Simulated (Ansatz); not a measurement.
What does this script print? It uses Ansatz 0.2.0 through its Python package.

The script, `scan_bh7sisn.py`:
```python
import ansatz as az
from ase import Atoms
import numpy as np

atoms = Atoms(["Si", "B", "Sn", "H", "H", "H", "H", "H", "H", "H"], positions=[
    (-1.0254, 1.0399, -0.9464),
    (-0.2375, -0.6272, -0.5948),
    (1.0849, -0.838, 1.1357),
    (-2.4612, 0.9399, -0.9212),
    (-0.6633, 1.5485, -2.3075),
    (-0.6554, 2.0774, 0.0569),
    (-0.4152, -1.546, -1.2955),
    (2.748, -1.297, 0.59),
    (1.224, 0.7103, 2.0311),
    (0.4841, -2.0591, 2.2547),
])
molecule = az.Crystal.molecule_from_ase(atoms)

symbols = [site.symbol for site in molecule.cartesian_sites]
start = np.array([site.position_ang for site in molecule.cartesian_sites])
axis = (start[9] - start[2]) / np.linalg.norm(start[9] - start[2])
moving = [9]
lengths, energies = [1.55, 1.621, 1.691, 1.762, 1.832, 1.903, 1.973, 2.079], []
for length in lengths:
    xyz = start.copy()
    xyz[moving] += (length - np.linalg.norm(start[9] - start[2])) * axis
    point = az.Crystal.molecule()
    for symbol, xyz in zip(symbols, xyz):
        point = point.atom(symbol, xyz.tolist())
    calc = (
        point.calculation()
        .basis(gaussian="def2-SVP")
        .functional("cam_b3lyp")
    )
    summary = calc.run(threads=1, pin="off").report
    energies.append(summary["free_energy_ev"])
    print(f"r = {length:6.3f} A  E = {energies[-1]:.5f} eV  <S^2> = {abs(summary['mean_field']['state']['spin_squared']):.3f}")

fit = np.polynomial.Polynomial.fit(lengths, np.array(energies) - min(energies), 4).convert()
roots = [r.real for r in fit.deriv().roots() if abs(r.imag) < 1e-9 and fit.deriv(2)(r.real) > 0]
r_e = min(roots, key=lambda r: abs(r - lengths[int(np.argmin(energies))]))
print(f"minimum of the fit at {r_e:.4f} A, force constant {fit.deriv(2)(r_e):.2f} eV/A^2")
```

Output of `python scan_bh7sisn.py`:
```text
r =  1.550 A  E = -14492.54237 eV  <S^2> = 0.000
r =  1.621 A  E = -14492.70393 eV  <S^2> = 0.000
r =  1.691 A  E = -14492.76580 eV  <S^2> = 0.000
r =  1.762 A  E = -14492.75343 eV  <S^2> = 0.000
r =  1.832 A  E = -14492.68527 eV  <S^2> = 0.000
r =  1.903 A  E = -14492.57379 eV  <S^2> = 0.000
r =  1.973 A  E = -14492.43327 eV  <S^2> = 0.000
r =  2.079 A  E = -14492.18128 eV  <S^2> = 0.000
minimum of the fit at 1.7127 A, force constant 13.86 eV/A^2
```

What to keep in mind:
- Total energies depend on the basis set; only differences at equal settings carry meaning.
- The rest of the molecule is held rigid at a force-field or estimated start geometry, and the basis set is modest; single-reference methods fail as a bond breaks.
- def2 sets replace the cores of elements past krypton by effective core potentials.
- The orbitals are restricted, so S² is zero by construction.
- Hardware and time: 30 s on 1 thread of Arm Neoverse V1 (shared host), peak memory 0.28 GiB.

(Lines on the test bed's own set-up are left out of the output.)
